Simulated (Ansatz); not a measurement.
# KTmH4: the cost of one run

Program: Ansatz 0.2.0. Level of theory: DFT PBE, scalar-relativistic, plane waves, PAW; 4f electrons in the core of a trivalent norm-conserving potential. These are calculated values, not measurements.

**1. The system as given**

Symmetry: P-3m1, No. 164, trigonal system. Conventional cell: a = 3.636 Å, b = 3.636 Å, c = 9.313 Å, α = 90.00°, β = 90.00°, γ = 120.00°. K (site symmetry -3m) is surrounded by 6 H at 2.82 Å. Around Tm (site symmetry -3m) lie 6 H at 2.92 Å. H (site symmetry 3m) has 3 H at 2.23 Å and 3 Tm at 2.92 Å in its first shell of neighbours. Around H (site symmetry 3m) lie 3 H at 2.23 Å and 3 K at 2.82 Å.

Structure file:

```cif
data_structure
_symmetry_space_group_name_H-M 'P-3m1'
_symmetry_Int_Tables_number 164
_cell_length_a 3.6359
_cell_length_b 3.6359
_cell_length_c 9.3129
_cell_angle_alpha 90.000
_cell_angle_beta 90.000
_cell_angle_gamma 120.000
_cell_volume 106.62
loop_
_atom_site_label
_atom_site_type_symbol
_atom_site_symmetry_multiplicity
_atom_site_Wyckoff_symbol
_atom_site_fract_x
_atom_site_fract_y
_atom_site_fract_z
_atom_site_occupancy
K1 K 1 a 0.00000 0.00000 0.00000 1
Tm1 Tm 1 b 0.00000 0.00000 0.50000 1
H1 H 2 d 0.66667 0.33333 0.71800 1
H2 H 2 d 0.66667 0.33333 0.20175 1
```

The cell is invented: species swapped into a database cell of SrCaSi4 (P-3m1, No. 164), with Tm on the Sr sites, K on the Ca sites and H on the Si sites. Lengths come from tabulated atomic sizes and are only a guess.

**2. Probe: one point on a coarse mesh**

Contents of input.yaml:

```yaml
crystal:
  lattice:
    - [3.63594749, 0.0, 0.0]
    - [-1.81797374, 3.14882289, 0.0]
    - [0.0, 0.0, 9.31289542]
  atoms:
    - { symbol: K, position: [0.0, 0.0, 0.0] }
    - { symbol: Tm, position: [0.0, 0.0, 0.5] }
    - { symbol: H, position: [0.66666667, 0.33333333, 0.71799642] }
    - { symbol: H, position: [0.66666667, 0.33333333, 0.20175435] }
    - { symbol: H, position: [0.33333333, 0.66666667, 0.79824565] }
    - { symbol: H, position: [0.33333333, 0.66666667, 0.28200358] }
basis:
  ecutwfc: 690
kpoints:
  mp_grid: { grid: [6, 6, 2] }
hamiltonian:
  xc: pbe
  pseudopotentials:
    kind: paw
    azcp: { Tm: "pseudopotentials/pbe/nc/lanthanide_3plus/Tm.nc.azcp" }
scf:
  occupations: { method: gaussian, width: 0.1 }
  lower_state_search: "off"
output:
  forces: true
  stress: true
  eigenvalues: true
```

On the command line:

```console
$ ansatz run input.yaml --threads 1 --pin off --max-ram 2560MiB --backend cpu --events-out ev --progress --plain --runs-dir out
```

**Question.** How long does this run take on 1 thread of Intel Xeon at 2.50GHz (Skylake/Cascade Lake), shared host, and how much memory does it need?

About 6.3 s, with a peak of 0.4 GiB.
